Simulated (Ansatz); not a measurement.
# Al3GaO6: the band gap up the ladder of functionals

An exercise on one series of results from a longer session: the logs are not shown, and one member is left open.

Code: Ansatz 0.2.0. PAW datasets, plane waves. Values at 0 K without nuclear motion; spin polarisation is off, and the phase may be a hypothetical one.

## The system as given

The cell was relaxed beforehand with r2SCAN.

The symmetry is Cm (No. 8, monoclinic); conventional cell a = 11.948 Å, b = 2.948 Å, c = 5.664 Å, β = 103.8°, 9.69 Å³ an atom. Around Ga lie 6 O at 1.93–2.06 Å; around Al lie 6 O at 1.88–2.01 Å; around Al lie 4 O at 1.76–1.79 Å; around Al lie 4 O at 1.76–1.80 Å; around O lie 2 Al at 1.76 Å and 1 Ga at 1.94 Å.

The structure in full:

```cif
data_structure
_symmetry_space_group_name_H-M 'Cm'
_symmetry_Int_Tables_number 8
_cell_length_a 11.9483
_cell_length_b 2.9477
_cell_length_c 5.6642
_cell_angle_alpha 90.000
_cell_angle_beta 103.768
_cell_angle_gamma 90.000
_cell_volume 193.76
loop_
_atom_site_label
_atom_site_type_symbol
_atom_site_symmetry_multiplicity
_atom_site_Wyckoff_symbol
_atom_site_fract_x
_atom_site_fract_y
_atom_site_fract_z
_atom_site_occupancy
Ga1 Ga 2 a 0.84274 0.50000 0.68360 1
Al1 Al 2 a 0.65699 0.00000 0.31439 1
Al2 Al 2 a 0.91215 0.00000 0.20753 1
Al3 Al 2 a 0.59222 0.50000 0.79699 1
O1 O 2 a 0.50966 0.00000 0.74542 1
O2 O 2 a 0.99494 0.50000 0.25722 1
O3 O 2 a 0.82461 0.00000 0.42438 1
O4 O 2 a 0.67001 0.50000 0.56163 1
O5 O 2 a 0.65840 0.50000 0.10900 1
O6 O 2 a 0.83828 0.00000 0.89985 1
```

The first run:

input.yaml reads:

```yaml
crystal:
  lattice:
    - [5.974136753, -1.4738308905, -0.0007103127]
    - [5.974136753, 1.4738308905, -0.0007103127]
    - [-1.3473444533, 0.0, 5.5016611657]
  atoms:
    - { symbol: Ga, position: [0.6572588521, 0.6572588521, 0.3164040666] }
    - { symbol: Al, position: [0.3430056434, 0.3430056434, 0.6856118664] }
    - { symbol: Al, position: [0.0878514699, 0.0878514699, 0.7924660774] }
    - { symbol: Al, position: [0.907775753, 0.907775753, 0.2030107758] }
    - { symbol: O, position: [0.4903429442, 0.4903429442, 0.2545827357] }
    - { symbol: O, position: [0.5050648047, 0.5050648047, 0.7427831162] }
    - { symbol: O, position: [0.1753912729, 0.1753912729, 0.575617014] }
    - { symbol: O, position: [0.82998648, 0.82998648, 0.4383745303] }
    - { symbol: O, position: [0.8416048418, 0.8416048418, 0.8909970174] }
    - { symbol: O, position: [0.161717938, 0.161717938, 0.1001528001] }
kpoints:
  mp_grid: { grid: [8, 8, 6] }
  band_path:
    path:
      - [[0.0, 0.0, 0.0], [-0.2661289418326, 0.2661289418326, 8.566289934985e-18]]
      - [[0.2661289418326, 0.7338710581674, -5.782938106995e-17], [0.5, 0.5, -9.316887753065e-17], [0.0, 0.0, 0.0], [0.5, 0.5, -0.5], [0.2580320711258, 0.7419679288742, -0.5]]
      - [[-0.2580320711258, 0.2580320711258, -0.5], [-6.483961396142e-21, -6.483961396142e-21, -0.5], [0.0, 0.0, 0.0]]
      - [[-4.932355309343e-18, 0.5, -0.5], [0.0, 0.0, 0.0], [1.46848404042e-17, 0.5, -2.891469053497e-17]]
    npoints: 10
hamiltonian:
  xc: pbe
scf:
  occupations: { method: fermi_dirac, width: 0.02 }
  n_extra_bands: 6
output:
  forces: true
  stress: true
  eigenvalues: true
```

Launch:

```
> ansatz run input.yaml --threads 4 --pin off --max-ram 6451MiB --backend cpu --events-out ev --progress --plain --runs-dir out
```

Among the steps run: Band structure with PBE; r2SCAN; Single point with HSE06; Single point with PBE+SOC; Single point with PBE0.

One table of the session follows, with a row left open; its other results are not shown here.

```
  level  gap (eV)
    PBE      4.01
 r2SCAN      4.76
  HSE06      5.84
PBE+SOC      4.01
   PBE0         ?
```

Q: Estimate the row for PBE0 from the others.

**Answer.** gap (eV): 6.58. In the column «gap (eV)» it is the highest.

Meshes: PBE 8×8×6, r2SCAN 8×8×6, HSE06 6×6×4, PBE+SOC 8×8×6, PBE0 6×6×4

The gap runs from 4.01 eV (PBE+SOC) to 6.58 eV (PBE0). PBE reaches 69 % of the HSE06 value, and r2SCAN 82 %. PBE0 lies 0.74 eV above HSE06, which differs from it by screening the long-range exchange.

Caveats from the session: Warnings in the runs' records: stress exchange threshold loose, stress scf threshold loose.
